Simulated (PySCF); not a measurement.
# Si4N3H12−: magnetic properties

Wanted: magnetic properties for Si4N3H12− (`N[SiH2][N-][SiH2]N([SiH3])[SiH3]`).

Programs: PySCF 2.14.0, with routines of our own; each step states its level. All values are computed. Atoms count from 0.

### Step 1. The system as given

19 atoms, charge -1, multiplicity 1; geometry from: GFN2-xTB.

### Step 2. Magnetic properties: GIAO wB97X-D/aug-pcSseg-1

Job settings and geometry (Å):

```
{"job": {"kind": "mag", "xc": "wB97X-D", "basis": "aug-pcSseg-1", "isotopologues": 2}, "charge": -1, "multiplicity": 1}
N     -3.755182     0.539166    -0.261576
Si    -2.459388     0.138799    -1.396250
N     -0.889057    -0.009093    -0.809456
Si    -0.245357     0.218517     0.698386
N      1.549445     0.110965     0.603632
Si     2.217456    -1.457815     0.601912
Si     2.324901     1.468517    -0.080289
H     -3.586185     1.431345     0.182520
H     -3.805695    -0.139387     0.486015
H     -2.627420     1.210836    -2.409310
H     -2.982611    -1.108994    -2.005554
H     -0.407644     1.519951     1.415960
H     -0.541690    -0.757308     1.790198
H      2.026967    -2.256431    -0.619283
H      1.684737    -2.226236     1.735802
H      3.675338    -1.337920     0.812269
H      3.779927     1.319490     0.130788
H      1.911851     2.684668     0.635441
H      2.119802     1.690508    -1.518666
```

Level: GIAO wB97X-D/aug-pcSseg-1 magnetisability, rotational g tensor and spin-rotation constants, non-relativistic, gas phase.

Run with:

```sh
> OMP_NUM_THREADS=1 python excited_run.py task.json out
```

One launch serves the whole session: the jobs run in the order shown.

The program printed:

```text
coarse grid: 17128 points
cycle   1  E = -1329.2551445325  dE =  3.660e-01  |g| = 8.914e-01  |ddm| = 5.484e+00
cycle   2  E = -1329.1560811876  dE =  9.906e-02  |g| = 1.123e+00  |ddm| = 4.342e+00
cycle   3  E = -1329.4457414044  dE = -2.897e-01  |g| = 1.093e-01  |ddm| = 2.862e+00
cycle   4  E = -1329.4476801571  dE = -1.939e-03  |g| = 6.980e-02  |ddm| = 3.100e-01
cycle   5  E = -1329.4487421366  dE = -1.062e-03  |g| = 9.608e-03  |ddm| = 1.243e-01
cycle   6  E = -1329.4487659521  dE = -2.382e-05  |g| = 3.876e-03  |ddm| = 3.906e-02
cycle   7  E = -1329.4487700038  dE = -4.052e-06  |g| = 1.467e-03  |ddm| = 1.148e-02
final grid: 145144 points
cycle   8  E = -1329.4931815658  dE = -1.033e-04  |g| = 1.065e-02  |ddm| = 1.822e-01
cycle   9  E = -1329.4931750526  dE =  6.513e-06  |g| = 1.221e-02  |ddm| = 4.083e-02
cycle  10  E = -1329.4932045009  dE = -2.945e-05  |g| = 9.963e-04  |ddm| = 1.760e-02
cycle  11  E = -1329.4932046819  dE = -1.811e-07  |g| = 5.385e-04  |ddm| = 3.109e-03
cycle  12  E = -1329.4932047527  dE = -7.082e-08  |g| = 1.525e-04  |ddm| = 1.460e-03
cycle  13  E = -1329.4932047601  dE = -7.353e-09  |g| = 3.579e-05  |ddm| = 6.104e-04
cycle  14  E = -1329.4932047607  dE = -6.016e-10  |g| = 2.409e-05  |ddm| = 1.512e-04
converged SCF energy = -1329.4932047607

Magnetisability tensor (1e-30 J/T^2)
    -1447.05        2.09      -31.29
        2.09    -1541.74       11.34
      -31.29       11.34    -1508.70
isotropic -1499.16   principal values   -1546.86  -1516.74  -1433.90
isotropic susceptibility -90.282 1e-6 cm^3/mol

Inertial axes            a          b          c
rot. const./GHz      2.2404     0.5613     0.5100
chi total           -88.272    -92.821    -89.752
chi diamagnetic    -740.183  -2320.791  -2537.403
chi paramagnetic    651.911   2227.969   2447.651
quadrupole/D A      -32.007     16.300     15.707
g nuclear            0.6171     0.5639     0.5643
g electronic        -0.6862    -0.5875    -0.5864
g total             -0.0690    -0.0236    -0.0221

Spin-rotation constants (kHz, H = +C I.J)
atom  isotope        aa         bb         cc
  0    14N        0.095      0.033      0.022
  2    14N        0.152      0.047      0.029
  4    14N        0.060      0.039      0.011
  7     1H       -0.247     -0.018     -0.025
  8     1H       -0.252     -0.011     -0.033
  9     1H       -0.144      0.020     -0.018
 10     1H       -0.132      0.010     -0.012
 11     1H       -0.132      0.003     -0.001
 12     1H       -0.132      0.017     -0.014
 13     1H       -0.149     -0.033      0.021
 14     1H       -0.165     -0.000     -0.008
 15     1H        0.135     -0.040     -0.041
 16     1H        0.141     -0.042     -0.041
 17     1H       -0.157     -0.010     -0.001
 18     1H       -0.129     -0.032      0.015
  1   29Si*      -1.104     -0.359     -0.300
  3   29Si*      -1.163     -0.364     -0.277
  5   29Si*      -1.299     -0.286     -0.310
* in the singly substituted isotopologue

Isotopologues: g along a, b, c
2H    at 7,8,9,10,11,12    -0.0563    -0.0211    -0.0197
15N   at 0                 -0.0689    -0.0232    -0.0217
```

Wall time 2.5 min (1 thread of Arm Neoverse V1, shared host); peak memory 1.7 GiB.

From this job:

| quantity | value |
| --- | --- |
| magnetisability | -1499·10⁻³⁰ J/T² |
| molar susceptibility | -90.3·10⁻⁶ cm³/mol |
| rotational g (a, b, c) | -0.0690, -0.0236, -0.0221 |

The fields below are evaluated on a grid from the run's orbitals.

Frontier orbitals at wB97X-D/aug-pcSseg-1, with the share of their density that lies nearest to each atom:

| orbital | energy (eV) | lies on |
| --- | --- | --- |
| HOMO | -3.72 | N2 67 %; 4 H atoms about 6 % each |
| LUMO | 3.08 | H15 30 %; H16 21 %; H13, H18 about 14 % each |

ELF in a plane through or near 5 of the atoms.

Values, 10 rows by 14 columns:
```
0.00 0.00 0.00 0.00 0.00 0.00 0.00 0.00 0.00 0.00 0.00 0.00 0.00 0.00
0.00 0.00 0.00 0.00 0.05 0.28 0.01 0.00 0.00 0.00 0.00 0.00 0.00 0.00
0.00 0.00 0.04 0.06 0.75 1.00 0.63 0.00 0.00 0.00 0.00 0.00 0.00 0.00
0.00 0.00 0.83 0.85 0.42 0.91 0.08 0.08 0.01 0.00 0.03 0.03 0.01 0.00
0.00 0.00 0.27 0.47 0.28 0.68 0.20 0.46 0.19 0.03 0.78 0.75 0.43 0.01
0.00 0.00 0.17 0.08 0.50 0.74 0.36 0.74 0.47 0.07 0.72 0.79 0.80 0.06
0.00 0.04 0.94 0.75 0.18 0.24 0.27 0.87 0.13 0.02 0.80 0.75 0.14 0.00
0.00 0.00 0.06 0.16 1.00 1.00 0.02 0.42 0.03 0.00 0.00 0.00 0.00 0.00
0.00 0.00 0.00 0.10 0.97 0.97 0.02 0.00 0.00 0.00 0.00 0.00 0.00 0.00
0.00 0.00 0.00 0.00 0.01 0.00 0.00 0.00 0.00 0.00 0.00 0.00 0.00 0.00
```
The map spans 12.9 Å across and 10.2 Å up, centred on the molecule. Atoms in the plane (x, y in Å): N0 (3.8, 0.0), Si3 (0.1, -0.2), H8 (3.6, -0.9), H14 (-2.2, -2.5), H17 (-1.8, 2.5).

log10 of the density (e/Å³) in the same plane.

Ten even steps from ' ' (-4.0) to '@' (1.7):
```
                                                        
              ............                              
            ..::::----::::..                            
        ....::----======--::..                          
      ..::----==++****++==--::....                      
    ..::----==++++**##**==--::::::..............        
    ..::--==++++********======----::::::------::::..    
    ..::--==++++++****++++++++++==----==++++++==--::..  
    ..::--====++++******++++**++++====++******++==--::..
    ..::::--====++######**##%%**++++==++######**++==::..
    ..::--======++######**@@@@##++++==++######**++==::..
    ::--====++++++**************++====++**##**++==--::..
    ::--====++++++**++++++****++====--==++**++==--::....
    ::::--==++++******++==++++==----::----==----::..    
    ..::::--==++**##**++--------::::......::......      
      ..::::--==++**++==----::::::....                  
        ....::--======--::::....                        
          ....::::--::::..                              
            ............                                
                                                        
```
The map spans 12.9 Å across and 10.2 Å up, centred on the molecule. Atoms in the plane (x, y in Å): N0 (3.8, 0.0), Si3 (0.1, -0.2), H8 (3.6, -0.9), H14 (-2.2, -2.5), H17 (-1.8, 2.5).

On the surface of density 0.002 e/bohr³ the electrostatic potential runs, from the 1st to the 99th percentile, from -5.55 V near N2 to -2.03 V near H7.

### Step 3. Magnetic properties: GIAO B97-2/3-21G

Settings changed since step 2:

```diff
@@ -1,2 +1,2 @@
-{"job": {"kind": "mag", "xc": "wB97X-D", "basis": "aug-pcSseg-1", "isotopologues": 2}, "charge": -1, "multiplicity": 1}
+{"job": {"kind": "mag", "xc": "B97-2", "basis": "3-21G", "scf": {"aux": "def2-universal-jkfit"}}, "charge": -1, "multiplicity": 1}
 N     -3.755182     0.539166    -0.261576
```

Level: GIAO B97-2/3-21G magnetisability, rotational g tensor and spin-rotation constants, non-relativistic, gas phase.

The program printed:

```text
final grid: 145144 points
cycle   1  E = -1322.2577817401  dE = -2.729e-01  |g| = 8.853e-01  |ddm| = 3.971e+00
cycle   2  E = -1321.6176458449  dE =  6.401e-01  |g| = 1.743e+00  |ddm| = 4.070e+00
cycle   3  E = -1322.4274754381  dE = -8.098e-01  |g| = 3.009e-01  |ddm| = 3.294e+00
cycle   4  E = -1322.4476391344  dE = -2.016e-02  |g| = 1.106e-01  |ddm| = 4.770e-01
cycle   5  E = -1322.4500993751  dE = -2.460e-03  |g| = 2.920e-02  |ddm| = 1.261e-01
cycle   6  E = -1322.4502959393  dE = -1.966e-04  |g| = 7.879e-03  |ddm| = 3.932e-02
cycle   7  E = -1322.4503120862  dE = -1.615e-05  |g| = 8.875e-04  |ddm| = 1.155e-02
cycle   8  E = -1322.4503123533  dE = -2.671e-07  |g| = 1.050e-04  |ddm| = 1.572e-03
cycle   9  E = -1322.4503123577  dE = -4.427e-09  |g| = 2.160e-05  |ddm| = 2.394e-04
cycle  10  E = -1322.4503123579  dE = -1.664e-10  |g| = 7.296e-06  |ddm| = 4.814e-05
converged SCF energy = -1322.4503123579

Magnetisability tensor (1e-30 J/T^2)
    -1616.56        0.16      -16.07
        0.16    -1692.13        0.79
      -16.07        0.79    -1711.16
isotropic -1673.28   principal values   -1713.85  -1692.10  -1613.91
isotropic susceptibility -100.768 1e-6 cm^3/mol

Inertial axes            a          b          c
rot. const./GHz      2.2404     0.5613     0.5100
chi total           -98.133   -101.863   -102.307
chi diamagnetic    -739.031  -2318.545  -2534.363
chi paramagnetic    640.898   2216.682   2432.056
quadrupole/D A      -30.319     16.130     14.189
g nuclear            0.6171     0.5639     0.5643
g electronic        -0.6746    -0.5845    -0.5827
g total             -0.0575    -0.0206    -0.0184

Spin-rotation constants (kHz, H = +C I.J)
atom  isotope        aa         bb         cc
  0    14N        0.071      0.025      0.017
  2    14N        0.167      0.034      0.018
  4    14N        0.004      0.030      0.002
  7     1H       -0.277     -0.028     -0.034
  8     1H       -0.283     -0.020     -0.041
  9     1H       -0.153      0.011     -0.023
 10     1H       -0.141      0.002     -0.017
 11     1H       -0.138     -0.004     -0.005
 12     1H       -0.138      0.008     -0.015
 13     1H       -0.163     -0.038      0.014
 14     1H       -0.176     -0.006     -0.013
 15     1H        0.095     -0.042     -0.044
 16     1H        0.102     -0.045     -0.044
 17     1H       -0.168     -0.016     -0.006
 18     1H       -0.143     -0.038      0.009
  1   29Si*      -0.821     -0.271     -0.229
  3   29Si*      -0.863     -0.268     -0.207
  5   29Si*      -1.013     -0.227     -0.243
* in the singly substituted isotopologue
```

It took 16 s on 1 thread of Arm Neoverse V1, shared host; peak memory 0.79 GiB.

Key values:

| quantity | value |
| --- | --- |
| magnetisability | -1673·10⁻³⁰ J/T² |
| molar susceptibility | -100.8·10⁻⁶ cm³/mol |
| rotational g (a, b, c) | -0.0575, -0.0206, -0.0184 |

### Step 4. The levels compared

| level | ξ (10⁻³⁰ J/T²) | g(a) | g(b) | gap (eV) | functions | time |
| --- | --- | --- | --- | --- | --- | --- |
| GIAO wB97X-D/aug-pcSseg-1 | -1499 | -0.0690 | -0.0236 | 6.80 | 318 | 2.5 min |
| GIAO B97-2/3-21G | -1673 | -0.0575 | -0.0206 | 5.49 | 103 | 16 s |

### Step 5. What came out

```
                                                  quantity                      value
       magnetisability (step 2, GIAO wB97X-D/aug-pcSseg-1)           -1499·10⁻³⁰ J/T²
  molar susceptibility (step 2, GIAO wB97X-D/aug-pcSseg-1)         -90.3·10⁻⁶ cm³/mol
rotational g (a, b, c) (step 2, GIAO wB97X-D/aug-pcSseg-1)  -0.0690, -0.0236, -0.0221
                           magnetisability over the levels  -1673 to -1499·10⁻³⁰ J/T²
```

What this shows: For an ion, the motion of the centre of mass in the field is left out. The magnetisability spreads by 11.0 % over 2 levels, from GIAO B97-2/3-21G (16 s) to GIAO wB97X-D/aug-pcSseg-1 (2.5 min); the runs took 16 s to 2.5 min. Two levels can agree by chance, so this spread shows no convergence. Vibrational averaging and real surroundings are missing from these values.
